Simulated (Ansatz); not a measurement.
# GeBr₂: small, medium and large basis sets

One table from this session's results is given with a row withheld; the runs are named, their logs left out.

Method: one geometry, several basis sets; program: Ansatz 0.2.0, Gaussian basis.

Levels to be run: PBE0-D4/def2-SVP; ωB97M-V/def2-SVP; PBE0-D4/def2-QZVPP; ωB97M-V/def2-QZVPP; the functionals' def2-TZVPP values are taken from earlier runs.

### The relaxed structure

An earlier PBE0-D4 in a triple-zeta def2 set relaxation fixed the geometry.

SMILES `[Br][Ge][Br]`, 3 atoms, charge 0, spin multiplicity 1.

Atoms are counted from 1 here; the program's logs count them from 0.

Bond lengths: Br1–Ge2 2.341 Å, Ge2–Br3 2.341 Å. Angles: Br1–Ge2–Br3 100.9°.

Geometry (Å):

```xyz
3
charge 0, multiplicity 1
Br   -0.28496    1.78256   -0.42050
Ge   -0.89911   -0.37976    0.23384
Br    1.17307   -1.46761    0.17336
```

The first run:

Input file in.yaml:

```yaml
crystal:
  periodic: [false, false, false]
  atoms:
    - {symbol: Br, position_ang: [-0.284960, 1.782562, -0.420499]}
    - {symbol: Ge, position_ang: [-0.899107, -0.379756, 0.233839]}
    - {symbol: Br, position_ang: [1.173067, -1.467606, 0.173359]}
basis:
  gaussian: {orbitals: def2-SVP}
hamiltonian: {xc: pbe0, dispersion: d4}
output: {orbitals: {seedname: orbitals}}
```

Command:

```sh
ansatz run in.yaml --threads 4 --pin off --events-out ev --progress --plain --max-ram 10444MiB
```

Steps of the session up to this table: PBE0-D4 in def2-SVP; ωB97M-V in def2-SVP; PBE0-D4 in def2-QZVPP; ωB97M-V in def2-QZVPP.

One of the session's tables, all rows but one given; the rest of the session is left out.

It belongs to the step «Functionals by basis». 

```
functional       basis  HOMO (eV)  LUMO (eV)
   PBE0-D4    def2-SVP      -7.72      -3.17
   PBE0-D4  def2-TZVPP      -7.79      -3.22
   PBE0-D4  def2-QZVPP          ?          ?
   ωB97M-V    def2-SVP      -9.70      -1.24
   ωB97M-V  def2-TZVPP      -9.81      -1.31
   ωB97M-V  def2-QZVPP      -9.83      -1.37
```

**Question.** Estimate the row for PBE0-D4, def2-QZVPP.

**Answer.** HOMO (eV): -7.81; LUMO (eV): -3.23. In the column «HOMO (eV)» it lies between ωB97M-V, def2-SVP (-9.70) and PBE0-D4, def2-TZVPP (-7.79).
